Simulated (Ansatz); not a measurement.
# SbH2− (triplet): wave-function methods side by side at a displaced geometry (v1), def2-SVPD

The task here is to estimate one member of a computed series from the others.

Method: def2-SVPD, core rule «outside noble gas», up to 9 orbitals frozen; program: Ansatz 0.2.0, Gaussian basis.

Plan: UHF; CCSD(T) on ROHF; CCSD(T) on UHF; BCCD(T) on ROHF; CISD as a restricted active space (open shells left free, so some higher excitations enter); CCSDT(Q) on ROHF; CCSDT(Q) on UHF; CASSCF and MRCISD+Q, 8 electrons in 6 orbitals; CASSCF and NEVPT2, 8 electrons in 6 orbitals.

21 further runs of the same task are left out: 10 that didn't finish, 11 set aside as unsound or not needed. Runs told in other sessions of the task aren't counted.

## What is computed

The geometry is a PBE0/def2-TZVPD stationary point (not a proven minimum) with its atoms shifted at random (size 0.040 Å). No spin-orbit coupling is included. Elements past krypton take def2 core potentials.

3 atoms, charge -1, spin multiplicity 3.

Atoms are counted from 1 here; the program's logs count them from 0.

Bond lengths: Sb1–H2 2.122 Å, Sb1–H3 2.058 Å. Angles: H2–Sb1–H3 178.5°.

As a file:

```xyz
3
charge -1, multiplicity 3
Sb   -0.01543   -0.00901    0.02164
H    -0.01627   -0.02515   -2.10041
H     0.03170    0.03416    2.07877
```

Set-up of the first run:

The input, in.yaml:

```yaml
crystal:
  periodic: [false, false, false]
  atoms:
    - {symbol: Sb, position_ang: [-0.015433, -0.009008, 0.021640]}
    - {symbol: H, position_ang: [-0.016266, -0.025151, -2.100413]}
    - {symbol: H, position_ang: [0.031698, 0.034159, 2.078773]}
basis:
  gaussian: {orbitals: def2-SVPD}
total_charge: -1
magnetization: {spin_polarized: true, initial_magnetization: 2}
hamiltonian: {xc: hf}
output: {orbitals: {seedname: orbitals}}
```

The run is started by

```
> ansatz run in.yaml --threads 1 --pin off --events-out ev --progress --plain --max-ram 2393MiB
```

Among the steps run: UHF; CCSD(T) on ROHF; CCSD(T) on UHF; BCCD(T) on ROHF; CISD as a restricted active space (open shells left free, so some higher excitations enter); CCSDT(Q) on ROHF; CCSDT(Q) on UHF; CASSCF and MRCISD+Q, 8 electrons in 6 orbitals; CASSCF and NEVPT2, 8 electrons in 6 orbitals.

One of the session's tables, all rows but one given; the rest of the session is left out.

It belongs to the step «Misses and costs». 

| method | from UCCSDT(Q) (meV) |
| --- | --- |
| ROHF | +3819.9 |
| UHF | ? |
| RMP2 | +890.0 |
| UMP2 | +876.8 |
| CISD | +346.4 |
| RCCSD | +145.4 |
| UCCSD | +129.8 |
| RCCSD(T) | +42.4 |
| UCCSD(T) | +29.1 |
| BCCD(T) | +42.6 |
| RCCSDT | +18.5 |
| UCCSDT | +5.1 |
| RCCSDT(Q) | +13.3 |
| UCCSDT(Q) | 0 |
| CASSCF valence | +3300.1 |
| NEVPT2 valence | +952.0 |
| MRCISD valence | +287.5 |
| MRCISD+Q valence | +25.1 |

Estimate the missing values for UHF.

As computed: from UCCSDT(Q) (meV): +3710.0. In the column «from UCCSDT(Q) (meV)» it lies between CASSCF valence (+3300.1) and ROHF (+3819.9).

Limits of these values: Restricted and unrestricted rows rest on different reference determinants; a gap between their highest levels can come from leftover correlation error, from unlike frozen cores or from another state.
